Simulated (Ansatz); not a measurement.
# CsLiCr2Te2S3 in Ansatz: the effect of functional

CsLiCr2Te2S3:

```
CELL_PARAMETERS angstrom
3.60358 0.00000 0.00000
-1.80179 3.12079 0.00000
0.00000 0.00000 19.06651
ATOMIC_POSITIONS crystal
Cs 0.00000 0.00000 0.37399
Li 0.66667 0.33333 0.01607
Cr 0.00000 0.00000 0.86637
Cr 0.33333 0.66667 0.16833
Te 0.33333 0.66667 0.53891
Te 0.66667 0.33333 0.77276
S 0.00000 0.00000 0.10030
S 0.33333 0.66667 0.92920
S 0.66667 0.33333 0.23408
```

The cell was built by a generator and needn't be a form met in nature.

Alike in all runs:

```yaml
Program: Ansatz 0.2.0
Task: band structure
Potentials_or_basis: Ansatz PAW
k_mesh: 9 × 9 × 2
Occupations: fermi-dirac, width 0.05 eV
Spin: collinear spin, ferromagnetic start
Starting_moments: "[0.0, 0.0, 3.0, 3.0, 0.0, 0.0, 0.0, 0.0, 0.0] μB"
```

```csv
functional,cutoff,pressure (GPa),largest force (eV/Å)
LDA,420 eV (not typed: the program's choice for these potentials),?,?
PBE,420 eV (not typed: the program's choice for these potentials),0.0,0.03
PBEsol,420 eV (not typed: the program's choice for these potentials),-2.9,0.34
r2SCAN,500 eV (not typed: the program's choice for these potentials),0.2,0.23
```

Question: What does the run with functional LDA give?

Answer: Pressure -4.9 GPa; largest force 0.57 eV/Å.

Caveats: only a ferromagnetic start was run, and an antiferromagnetic order may lie lower in energy; the PAW data sets come from PBE, with cores solved anew for the run's functional, which leaves a small shift of forces and pressure (some runs); the magnetic or orbital state may not be the lowest (some runs).
